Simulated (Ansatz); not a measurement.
# Fe in Ansatz: reference runs

How does Fe come out in PBE? The cell is run as given.

All numbers are computed with Ansatz 0.2.0; they aren't measurements. Logs are shortened: lines on timing, memory, paths and dates and some standing lists are left out, and cuts for length are marked.

## Step 1: Starting point

The cell holds a sheet with vacuum, 1 atom: a = 2.311 Å, b = 2.311 Å, c = 23.800 Å, α = 90.00°, β = 90.00°, γ = 90.00°.

The cell was built by a generator and needn't be a form met in nature.

## Step 2: Single point, PBE, collinear spin, ferromagnetic start

Input file input.yaml:

```yaml
crystal:
  lattice:
    - [2.31119, 0.0, 0.0]
    - [0.0, 2.31119, 0.0]
    - [0.0, 0.0, 23.8]
  atoms:
    - { symbol: Fe, position: [0.0, 0.0, 0.29412], spin: 3.0 }
kpoints:
  mp_grid: { grid: [11, 11, 1] }
scf:
  occupations: { method: fermi_dirac, width: 0.05 }
hamiltonian:
  xc: pbe
  pseudopotentials: { kind: all_electron, lapw: { basis_error: 0.001 } }
magnetization:
  spin_polarized: true
output:
  forces: true
  stress: true
  eigenvalues: true
  populations: true
```

Potentials or basis: all-electron LAPW, scalar-relativistic.

The run is started by

```sh
$ ansatz run input.yaml --threads 2 --pin off --max-ram 8192MiB --backend cpu --events-out ev --progress --plain --runs-dir out
```

What it wrote:

```text
Warning: RAYON_NUM_THREADS=2 ignored (pool sized by the plan → 2); use --threads N
Fe: projections on atomic orbitals take those of the free atom 1s2 2s2 2p6 3s2 3p6 3d6 4s2, of charge +0.00 (hamiltonian.pseudopotentials.projection_atoms)
LAPW: plane waves up to 9.754 Å⁻¹, error target 1.0e-3 eV per atom; small_component_spin mean_spin; Fe in spheres of 1.156 Å, 16 of its electrons in bands, Dirac shells [] (how accurate: hamiltonian.pseudopotentials.lapw.basis_error, Limitations)
Engine: ansatz 0.2.0, x86_64-unknown-linux-gnu
Pseudopotentials: kind: all_electron
Pseudopotential: Fe, LAPW, valence charge 16, lapw/all_electron/scalar/gaussian/Fe, Koelling and Harmon's equation, gaussian nucleus
Functional definition: PBE
  parameter kappa = 0.804
  parameter beta = 0.06672455060314922
  exchange = pbe_x(kappa = kappa, mu = beta*pi^2/3)
  correlation = pbe_c(beta = beta)
Crystal: 1 atoms, lattice volume = 127.130 Å³
Basis set: ecut = 362.478191037385 eV, 1949 PW (Γ), exchange–correlation at level 2
Bands: 14, of which v1, the nominal top of the filled ones, is band 8 counted from 1 (7 counted from 0)
Symmetry: 16 space group operations
Space group: P4/mmm (ITA 123), of the structure as read, at distance tolerance 5.0e-5 Å
Magnetic group: BNS 123.339 (UNI 999), of the structure as read, at distance tolerance 5.0e-5 Å
k-points: 21 of 121
Non-local potential: Fe, projectors of the file, none
Initial density: superposition of atomic densities (neutral atoms: chi_scale 0, normalization atom)
Starting moments: Σ|m| = 3 μB on 1 of 1 site
Initial wavefunctions: plane waves of lowest kinetic energy (no species holds an atomic orbital)
Functional: x = pbe(κ = 0.804, μ = 0.2195149727645171), c = pbe(β = 0.06672455060314922)
iter 1 solved again at ethr=6.55e-3 eV; its pass at ethr=1.00e-1 eV (dr2=1.05e0 eV) is discarded
SCF iter   1: F=—  HF=-34632.492032 eV  |F-HF|=—  |Δ(HF+E_count)|=         —  Δρ=1.21e-2 (↑6.14e-3 ↓1.21e-2)  dr2=1.05e0  dr2_m=2.66e-2  M=2.928 μB ∫|m|=2.944 μB  β_m=0.30  ethr=6.55e-3  ⟨swp⟩=2.6  Hψ=4039  notcnv=0
Mixer restart at iter 1: flushing history
preconditioner: auto → LDOS  [metal: Δε(μ)=0.053 eV  Ē_g=8.992 eV  σ=0.050 eV  W_gap=0.25  n_scr=14 (ndim 8)  ℏωp=9.3 eV  f_vac=0.793  D(μ)=1.38/eV (n_scr^D=10)]
spin=Collinear: LDOS preconditioning applied to the charge; magnetization (m = ρ↑ − ρ↓) channel mixes plain (no charge-response kernel on spin).
SCF iter   2: F=—  HF=-34632.371928 eV  |F-HF|=—  |Δ(HF+E_count)|=   1.20e-1  Δρ=8.83e-3 (↑5.04e-3 ↓8.83e-3)  dr2=6.49e-1  dr2_m=1.40e-2  M=2.919 μB ∫|m|=2.941 μB  β_m=0.65  ethr=6.55e-3  ⟨swp⟩=2.0  Hψ=1720  notcnv=0
iter 3 solved again at ethr=9.68e-5 eV; its pass at ethr=4.05e-3 eV (dr2=1.55e-2 eV) is discarded
SCF iter   3: F=—  HF=-34632.242377 eV  |F-HF|=—  |Δ(HF+E_count)|=   1.30e-1  Δρ=2.92e-3 (↑1.96e-3 ↓2.92e-3)  dr2=1.52e-2  dr2_m=4.85e-3  M=2.754 μB ∫|m|=2.817 μB  β_m=0.82  ethr=9.68e-5  ⟨swp⟩=2.5  Hψ=3166  notcnv=0  defer=2
SCF iter   4: F=—  HF=-34632.250114 eV  |F-HF|=—  |Δ(HF+E_count)|=         —  Δρ=1.11e-3 (↑5.82e-4 ↓1.11e-3)  dr2=5.62e-3  dr2_m=4.36e-4  M=2.744 μB ∫|m|=2.813 μB  β_m=0.91  ethr=9.51e-5  ⟨swp⟩=3.0  Hψ=1759  notcnv=0
the basis was enlarged: its passes take 603.4 KiB over the memory plan, 2 of 2 planned eigensolver slots
SCF iter   5: F=—  HF=-34632.251095 eV  |F-HF|=—  |Δ(HF+E_count)|=   9.81e-4  Δρ=2.87e-4 (↑2.87e-4 ↓2.12e-4)  dr2=4.89e-5  dr2_m=6.71e-5  M=2.736 μB ∫|m|=2.810 μB  β_m=0.79  ethr=3.51e-5  ⟨swp⟩=3.0  Hψ=1875  notcnv=0
SCF iter   6: F=—  HF=-34632.251019 eV  |F-HF|=—  |Δ(HF+E_count)|=   7.64e-5  Δρ=1.72e-4 (↑1.72e-4 ↓1.33e-4)  dr2=1.94e-5  dr2_m=2.36e-5  M=2.737 μB ∫|m|=2.811 μB  β_m=0.89  ethr=3.06e-7  ⟨swp⟩=3.0  Hψ=1636  notcnv=0
SCF iter   7: F=—  HF=-34632.251056 eV  |F-HF|=—  |Δ(HF+E_count)|=   3.74e-5  Δρ=1.90e-5 (↑1.90e-5 ↓1.50e-5)  dr2=2.46e-6  dr2_m=1.40e-7  M=2.738 μB ∫|m|=2.811 μB  β_m=0.88  ethr=1.21e-7  ⟨swp⟩=3.0  Hψ=1637  notcnv=0  defer=1
SCF iter   8: F=—  HF=-34632.251056 eV  |F-HF|=—  |Δ(HF+E_count)|=   3.19e-7  Δρ=8.79e-6 (↑8.79e-6 ↓6.39e-6)  dr2=1.06e-7  dr2_m=5.61e-8  M=2.738 μB ∫|m|=2.811 μB  β_m=0.94  ethr=1.54e-8  ⟨swp⟩=2.7  Hψ=1545  notcnv=0
SCF iter   9: F=—  HF=-34632.251056 eV  |F-HF|=—  |Δ(HF+E_count)|=   5.09e-8  Δρ=1.08e-6 (↑5.42e-7 ↓1.08e-6)  dr2=9.52e-10  dr2_m=5.46e-10  M=2.738 μB ∫|m|=2.811 μB  β_m=0.97  ethr=6.59e-10  ⟨swp⟩=3.0  Hψ=1626  notcnv=0
SCF iter  10: F=-34632.251056 eV  HF=-34632.251056 eV  |F-HF|=5.09e-10  |Δ(HF+E_count)|=   1.01e-8  Δρ=1.83e-7 (↑1.26e-7 ↓1.83e-7)  dr2=2.59e-11  dr2_m=2.28e-11  M=2.738 μB ∫|m|=2.811 μB  ethr=5.95e-12  ⟨swp⟩=3.1  Hψ=1658  notcnv=0
SCF 1 converged in 10 iterations: F = -34632.251056 eV  dr2 = 2.59e-11
SCF converged after 10 iterations
Magnetization: 2.7381 μB (9.3690 up, 6.6310 down)
Absolute magnetization: 2.8112 μB (∫|ρ↑−ρ↓|)
Spin contamination: 0.0483 ħ² per cell (⟨S²⟩ above its minimum at these occupations)
Per-site moments (μB) at R_I (Å): [(2.68310080359692, 1.1555949827802852)]
Free energy (F): -34632.251056 eV
Harris-Foulkes:  -34632.251056 eV  (|F-HF|=5.09e-10)
Internal energy: -34632.240923 eV  (E = F + TS)
E sigma→0 (E₀):  -34632.245989 eV
Entropy (-TS):   -0.010134 eV (-10.134 meV/atom)
Fermi energy:    -2.505397 eV
--- Per-component energies (eV) ---
  E_band       = -544.975133
  E_kinetic    = 35109.585357
  E_xc         = -1521.717429
  E_electrostatic = -68220.108850  (all electrons and nuclei)
  E_smearing   = -0.010134  (= −TS)
  E_closure    = 0.000000  (closes the sum)
  E_atoms      = -34625.004615  (free atoms, spherical and without spin; not in F)
  Σ components = -34632.251056   (vs F -34632.251056, Δ=0.00e0)
  Basis errors (estimates in eV, not in F): energy 5.1e-4 per atom: plane waves 4.6e-4 (2.8e-4 summed), levels above the bands 5.0e-51, relativity 1.0e-8, radial functions 4.6e-5, core shells 3.8e-8; eigenvalues (radial functions only) 6.5e-7; not estimated: angular momenta, meshes, grids; target (lapw.basis_error) 1.0e-3; muffin-tin radii Fe 1.156 Å
--- Forces (eV/Å), atoms counted from 1 ---
  atom   1  Fe     0.00000000     0.00000000     0.00000000
  max |Σ_I F_I| component: 2.73e-29 eV/Å
--- Stress (GPa, compression-positive) ---
        0.018460      -0.000000      -0.000000
       -0.000000       0.018460      -0.000000
       -0.000000      -0.000000       0.000110
  P = ⅓ Tr σ = 0.0123 GPa (0.123 kbar)
--- Band table (eV; the first three rows and the last of 42) ---
  k-point 0 ↑: bands = ["-90.6853", "-56.9712", "-56.3408", "-56.3408", "-8.3527", "-6.3335", "-5.4308", "-3.3677", "-3.3677", "-2.7331", "-2.4519", "1.7334", "2.2154", "2.3680"]
  k-point 1 ↑: bands = ["-90.6797", "-56.9669", "-56.3820", "-56.3374", "-8.0914", "-6.2035", "-5.3483", "-3.8423", "-3.3522", "-2.8443", "-1.8835", "1.9554", "2.4567", "2.5984"]
  k-point 2 ↑: bands = ["-90.6646", "-56.9555", "-56.4918", "-56.3280", "-7.4111", "-5.7668", "-5.1110", "-4.5334", "-3.3105", "-3.1339", "-0.8575", "2.6213", "3.1734", "3.2901"]
  k-point 20 ↓: bands = ["-87.4896", "-53.9906", "-53.9896", "-53.5388", "-5.0052", "-2.7904", "-2.7346", "-0.5238", "0.6377", "5.2733", "6.4532", "10.4188", "11.5287", "12.0902"]
--- Löwdin populations: 1 site ---
  site symbol       q [e]    m [muB]
     0     Fe     25.8140     2.8028
  spilling = 0.007155 (of n_electrons = 26.000000)
```

It took 5 s on 2 threads of AMD EPYC 9R45 (Zen 5), shared host; peak memory 0.61 GiB.

Results:

```
Free energy            : -34632.2511 eV
Band gap on the k mesh : none (metal or under the smearing width)
Net moment             : 2.74 μB per cell
Absolute moment        : 2.81 μB per cell
Site moments           : Fe +2.68 μB
```

Levels at points of the mesh, in eV from the Fermi level:
Spin up:
```csv
k point,band 8,band 9,band 10,band 11,band 12,band 13
"(0.00, 0.00, 0.00)",-0.86,-0.86,-0.23,0.05,4.24,4.72
```
Spin down:
| k point | band 3 | band 4 | band 5 | band 6 | band 7 | band 8 | band 9 | band 10 | band 11 | band 12 |
| --- | --- | --- | --- | --- | --- | --- | --- | --- | --- | --- |
| (0.00, 0.00, 0.00) | -51.00 | -51.00 | -5.25 | -2.11 | -0.33 | 0.41 | 1.85 | 1.85 | 2.97 | 4.32 |
